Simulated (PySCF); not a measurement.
# OsOF₂: a ladder of methods

How much do the numbers for OsOF₂ (singlet) hang on the method? All levels run at one geometry, the PBE0 minimum.

The runs use PySCF 2.14.0; several methods, basis Os def2-SVP with ECP60, O def2-SVP, F def2-SVP, scalar-relativistic core potentials, no spin–orbit coupling, density fitting.

### 1 Starting geometry

4 atoms, charge 0, spin multiplicity 1.

Bond lengths: Os1–O2 1.626 Å, Os1–F3 1.846 Å, Os1–F4 1.846 Å. Angles: O2–Os1–F3 126.8°, O2–Os1–F4 126.8°, F3–Os1–F4 106.5°.

Coordinates in bohr (charge 0 multiplicity 1):
```
Os   -0.0613   -0.1062    0.0000
O    -1.5980   -2.7679    0.0000
F     3.4035    0.3040    0.0000
F    -1.4386    3.0995    0.0000
```

### 2 PBE0

The steps are one call of a driver around PySCF; scf.py gives each level's set-up. Each SCF starts from the density of the minimum. The driver also runs the species with one electron less or more at the same geometry (one less: multiplicity 2, one more: multiplicity 2); their logs are not shown.

Input file scf.py:

```python
from pyscf import gto, scf, dft
mol = gto.M(atom='''
Os    -0.032447    -0.056202     0.000000
O     -0.845623    -1.464729     0.000000
F      1.801050     0.160874    -0.000000
F     -0.761270     1.640162    -0.000000''',
    basis={'Os': 'def2-SVP', 'O': 'def2-SVP', 'F': 'def2-SVP'},
    ecp={'Os': 'def2-SVP'},
    charge=0, spin=0)
mf = dft.RKS(mol, xc='PBE0')
mf.grids.atom_grid = (75, 302)
aux = {'Os': 'def2-universal-JKFIT', 'O': 'def2-universal-JKFIT', 'F': 'def2-universal-JKFIT'}
mf = mf.density_fit(auxbasis=aux)
mf.kernel()
```

### 3 HF

Edit scf.py of step 2 so:

```diff
@@ -10,2 +10 @@
-mf = dft.RKS(mol, xc='PBE0')
-mf.grids.atom_grid = (75, 302)
+mf = scf.RHF(mol)
```

### 4 PBE

Edit scf.py of step 3 so:

```diff
@@ -10 +10,2 @@
-mf = scf.RHF(mol)
+mf = dft.RKS(mol, xc='PBE')
+mf.grids.atom_grid = (75, 302)
```

### 5 CCSD(T)

Edit scf.py of step 4 so:

```diff
@@ -10,2 +10 @@
-mf = dft.RKS(mol, xc='PBE')
-mf.grids.atom_grid = (75, 302)
+mf = scf.RHF(mol)
@@ -14,0 +14,3 @@
+from pyscf import cc
+mycc = cc.CCSD(mf, frozen=3).run()
+mycc.ccsd_t()
```

### 6 r2SCAN

Edit scf.py of step 5 so:

```diff
@@ -10 +10,2 @@
-mf = scf.RHF(mol)
+mf = dft.RKS(mol, xc='R2SCAN')
+mf.grids.atom_grid = (90, 434)
@@ -14,3 +14,0 @@
-from pyscf import cc
-mycc = cc.CCSD(mf, frozen=3).run()
-mycc.ccsd_t()
```

(Steps that only read results are left out.)

Q: Predict the outcome of this session. Wanted: atomisation energy, range; vertical ionisation energy, range; vertical electron affinity, range; orbital gap, range; T1, D1.

As calculated:

| quantity | value |
| --- | --- |
| atomisation energy, range | 535 (HF) to 1626 (PBE) kJ/mol |
| vertical ionisation energy, range | 9.72 (PBE) to 10.30 (HF) eV |
| vertical electron affinity, range | 1.08 (PBE) to 1.56 (HF) eV |
| orbital gap, range | 0.92 (PBE) to 12.17 (HF) eV |
| T1, D1 | 0.027, 0.088 |

In words: The atomisation energy spreads over 1091 kJ/mol, from HF to PBE; without a CCSD(T) value for it there is no yardstick here. Without diffuse functions electron affinities tend to come out too low. With an element this heavy the missing spin–orbit coupling can shift these numbers.
